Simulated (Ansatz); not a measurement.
# SnBNH₅+ (SMILES N[BH][SnH2+]): one structure at several levels

The atoms stand at a structure displaced at random from a GFN2-xTB minimum. How far do the functionals agree with CCSD(T) there?

Computed with Ansatz 0.2.0, Gaussian basis. Level: single points in def2-TZVPP.

Cores are frozen in the correlated methods. Filled d shells of the heavier atoms are correlated. Core potentials replace the inner electrons past krypton, and spin-orbit coupling is left out.

### 1 Where the work starts

8 atoms, charge 1, spin multiplicity 1.

Atoms are counted from 1 here; the program's logs count them from 0.

Bond lengths: N1–B2 1.439 Å, N1–H4 0.922 Å, N1–H5 1.181 Å, B2–Sn3 2.367 Å, B2–H6 1.132 Å, Sn3–H7 1.721 Å, Sn3–H8 1.764 Å. Angles: B2–N1–H4 140.2°, B2–N1–H5 112.8°, H4–N1–H5 107.0°, N1–B2–Sn3 111.6°, N1–B2–H6 132.2°, Sn3–B2–H6 111.6°, B2–Sn3–H7 134.1°, B2–Sn3–H8 125.9°, H7–Sn3–H8 98.0°.

Geometry (Å):

```
N    -1.0861    0.9013   -0.6868
B     0.2226    0.9230   -0.0900
Sn    0.8226   -1.1988    0.7718
H    -1.7517    0.3044   -0.9138
H    -1.4801    1.9800   -0.9641
H     0.8253    1.7522    0.3891
H     2.1023   -1.7666    1.7728
H     0.2869   -2.7589    0.1474
```

### 2 CCSD(T)/def2-TZVPP

run/in.yaml reads:

```yaml
crystal:
  periodic: [false, false, false]
  atoms:
    - {symbol: N, position_ang: [-1.086100, 0.901300, -0.686800]}
    - {symbol: B, position_ang: [0.222600, 0.923000, -0.090000]}
    - {symbol: Sn, position_ang: [0.822600, -1.198800, 0.771800]}
    - {symbol: H, position_ang: [-1.751700, 0.304400, -0.913800]}
    - {symbol: H, position_ang: [-1.480100, 1.980000, -0.964100]}
    - {symbol: H, position_ang: [0.825300, 1.752200, 0.389100]}
    - {symbol: H, position_ang: [2.102300, -1.766600, 1.772800]}
    - {symbol: H, position_ang: [0.286900, -2.758900, 0.147400]}
basis:
  gaussian: {orbitals: def2-TZVPP}
total_charge: 1
correlation: {method: ccsd_t}
output: {forces: true}
```

The command line of these runs was not kept.

### 3 PBE0-D4/def2-TZVPP

Changes to run/in.yaml since step 2:

```diff
@@ -14,3 +14,3 @@
 total_charge: 1
-correlation: {method: ccsd_t}
-output: {forces: true}
+hamiltonian: {xc: pbe0, dispersion: d4}
+output: {forces: true, orbitals: {seedname: orbitals}}
```

### 4 wB97M-V/def2-TZVPP

Changes to run/in.yaml since step 3:

```diff
@@ -14,3 +14,3 @@
 total_charge: 1
-hamiltonian: {xc: pbe0, dispersion: d4}
-output: {forces: true, orbitals: {seedname: orbitals}}
+hamiltonian: {xc: {name: wB97M-V}}
+output: {forces: true}
```

### 5 r2SCAN-D4/def2-TZVPP

Changes to run/in.yaml since step 4:

```diff
@@ -14,3 +14,3 @@
 total_charge: 1
-hamiltonian: {xc: {name: wB97M-V}}
+hamiltonian: {xc: r2scan, dispersion: d4}
 output: {forces: true}
```

### 6 PBE-D4/def2-TZVPP

Changes to run/in.yaml since step 5:

```diff
@@ -14,3 +14,3 @@
 total_charge: 1
-hamiltonian: {xc: r2scan, dispersion: d4}
+hamiltonian: {xc: pbe, dispersion: d4}
 output: {forces: true}
```

### 7 BHLYP-D4/def2-TZVPP

Changes to run/in.yaml since step 6:

```diff
@@ -14,3 +14,3 @@
 total_charge: 1
-hamiltonian: {xc: pbe, dispersion: d4}
+hamiltonian: {xc: {name: BHLYP}, dispersion: d4}
 output: {forces: true}
```

### 8 wB97X-V/def2-TZVPP

Changes to run/in.yaml since step 7:

```diff
@@ -14,3 +14,3 @@
 total_charge: 1
-hamiltonian: {xc: {name: BHLYP}, dispersion: d4}
+hamiltonian: {xc: {name: wB97X-V}}
 output: {forces: true}
```

(Steps that only read results are left out.)

**Question.** What will these runs give? Wanted: energy less free atoms, CCSD(T)/def2-TZVPP; RMS force component; RMS force error; HOMO and LUMO, PBE0-D4; T1 diagnostic.

**Answer**, as computed:

| quantity | value |
| --- | --- |
| energy less free atoms, CCSD(T)/def2-TZVPP | -1555.9 kJ/mol |
| RMS force component | 2.647 to 2.732 eV/Å over the methods |
| RMS force error | PBE0-D4 0.145, wB97M-V 0.121, r2SCAN-D4 0.109, PBE-D4 0.195, BHLYP-D4 0.234, wB97X-V 0.106 eV/Å |
| HOMO and LUMO, PBE0-D4 | -13.28 and -8.58 eV |
| T1 diagnostic | 0.016 |

Against CCSD(T) the functionals' energies less atoms differ by -108.0 to -13.4 kJ/mol, PBE-D4 by -108.0 kJ/mol. A larger basis would deepen the CCSD(T) value, while the functionals are nearly converged already, so the order here is not reliable. The forces of wB97X-V come nearest to CCSD(T), those of BHLYP-D4 are farthest.
